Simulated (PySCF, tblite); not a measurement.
# Phenyl Isocyanate (C7H5NO): geometry, infrared bands, NMR shifts, spin-spin couplings and electronic excitations

Aim: predict the infrared bands, NMR shifts, spin-spin couplings and electronic excitations of Phenyl Isocyanate (C7H5NO) (`O=C=Nc1ccccc1`).

Computed with tblite 0.8.0 and PySCF 2.14.0, with density-fitted response routines of our own, on a single molecule in the gas phase. Atoms are numbered from 0 throughout.

## (1) The molecule as given

14 atoms, charge 0, multiplicity 1; geometry from: force field or distance geometry start.

Bonds of the start (Å): O0–C1 1.25, C1–N2 1.27, N2–C3 1.44, C3–C4 1.39, C4–C5 1.40, C5–C6 1.38, C6–C7 1.38, C7–C8 1.37, C8–C3 1.37, C4–H9 1.08, C5–H10 1.08, C6–H11 1.08, C7–H12 1.08, C8–H13 1.08.

## (2) Optimising the geometry with GFN2-xTB

The job: settings as JSON, then the geometry in Å.

```
{"job": {"kind": "relax", "xc": "GFN2-xTB", "basis": "xTB"}, "charge": 0, "multiplicity": 1}
O      3.705500     0.059200     1.367600
C      2.930500    -0.178000     0.410000
N      2.142500    -0.422000    -0.554900
C      0.733000    -0.185500    -0.355000
C     -0.071000    -1.271300    -0.014900
C     -1.437200    -1.049900     0.181000
C     -1.901700     0.244100     0.046900
C     -1.084800     1.315100    -0.269400
C      0.253800     1.090200    -0.475000
H      0.329600    -2.271400     0.078200
H     -2.071900    -1.890000     0.436500
H     -2.962400     0.389200     0.215300
H     -1.526200     2.299900    -0.353000
H      0.959500     1.869900    -0.735400
```

Command:

```sh
OMP_NUM_THREADS=1 python probes_run.py task.json out
```

This one command runs all jobs of the session in turn.

**Question.** This job is followed by: GFN2-xTB harmonic vibrations, gas phase; PBE0-D3(BJ)/def2-SVP geometry optimisation, gas phase; GIAO PBE0/pcSseg-1 NMR shielding, non-relativistic, gas phase; B3LYP/pcJ-1 indirect spin-spin coupling, non-relativistic, gas phase; TDDFT PBE0/def2-SVPD, vertical, gas phase, core orbitals frozen in the response; GIAO wB97X-D/pcSseg-1 NMR shielding, non-relativistic, gas phase. What will the session give for the following? strongest single infrared mode (GFN2-xTB); zero-point energy (GFN2-xTB); point group; rotational constants (main isotopes); ¹³C shifts against TMS (PBE0/pcSseg-1, means over atoms taken as alike); ¹H shifts against TMS (PBE0/pcSseg-1, means over atoms taken as alike); ¹⁷O shifts against H2O (PBE0/pcSseg-1); ¹⁵N shifts against NH3 (PBE0/pcSseg-1); largest coupling of the table (B3LYP/pcJ-1); lowest singlet (PBE0/def2-SVPD); brightest single state of those computed; lowest triplet; vertical ionisation energy (ΔSCF); range of the shift of O0.

As calculated:

| quantity | value |
| --- | --- |
| strongest single infrared mode (GFN2-xTB) | 2500 cm⁻¹, 2141 km/mol |
| zero-point energy (GFN2-xTB) | 63.3 kcal/mol |
| point group | Cs |
| rotational constants (main isotopes) | 5.40, 0.94, 0.80 GHz |
| ¹³C shifts against TMS (PBE0/pcSseg-1, means over atoms taken as alike) | 138.4, 135.2, 131.5, 130.4, 127.5 ppm |
| ¹H shifts against TMS (PBE0/pcSseg-1, means over atoms taken as alike) | 7.45, 7.26, 7.19 ppm |
| ¹⁷O shifts against H2O (PBE0/pcSseg-1) | 168.6 ppm |
| ¹⁵N shifts against NH3 (PBE0/pcSseg-1) | 67.1 ppm |
| largest coupling of the table (B3LYP/pcJ-1) | ¹J(C,H) C4–H9, 169.6 Hz |
| lowest singlet (PBE0/def2-SVPD) | 5.12 eV (242 nm), f = 0.010 |
| brightest single state of those computed | state 6, 6.73 eV, f = 0.506 |
| lowest triplet | 3.76 eV |
| vertical ionisation energy (ΔSCF) | 8.81 eV |
| range of the shift of O0 | 161.5 to 168.6 ppm |

Over 77 steps the energy fell by 1.089 eV; of the close pairs, O0–C1 changed most, 1.255 to 1.158 Å (GFN2-xTB). All 36 modes are real, so the xTB geometry is a minimum. The strongest single mode, at 2500 cm⁻¹, moves mainly C1. Unscaled tight-binding wavenumbers are off by several per cent, some by more. Its intensities can rank the bands wrongly. Over 10 steps the energy fell by 0.171 eV; of the close pairs, N2–C3 changed most, 1.323 to 1.383 Å (PBE0/def2-SVP). NICS(1)zz of -27 ppm above the planar ring from C3 marks a diatropic (aromatic) ring current. In the run at B3LYP/pcJ-1, the largest coupling of the table is C4–H9 (mean over like pairs), 169.6 Hz, of which the Fermi-contact term gives 168.4 Hz. Couplings across rotatable bonds belong to this one conformer; where others are populated, the observed values are averages. The lowest singlet, at 5.12 eV, is HOMO→LUMO+1 0.59, HOMO−1→LUMO 0.30 and is weak; of the 10 states computed, the strongest absorption comes from state 6 at 6.73 eV. The lowest triplet lies 1.36 eV below the lowest singlet (triplets in Tamm-Dancoff, singlets in full TDDFT). ΔSCF puts the ionisation energy at 8.81 eV, 1.78 eV above −ε(HOMO). Across the 2 runs the shift of O0 moves most, between 161.5 (wB97X-D/pcSseg-1) and 168.6 ppm (PBE0/pcSseg-1).
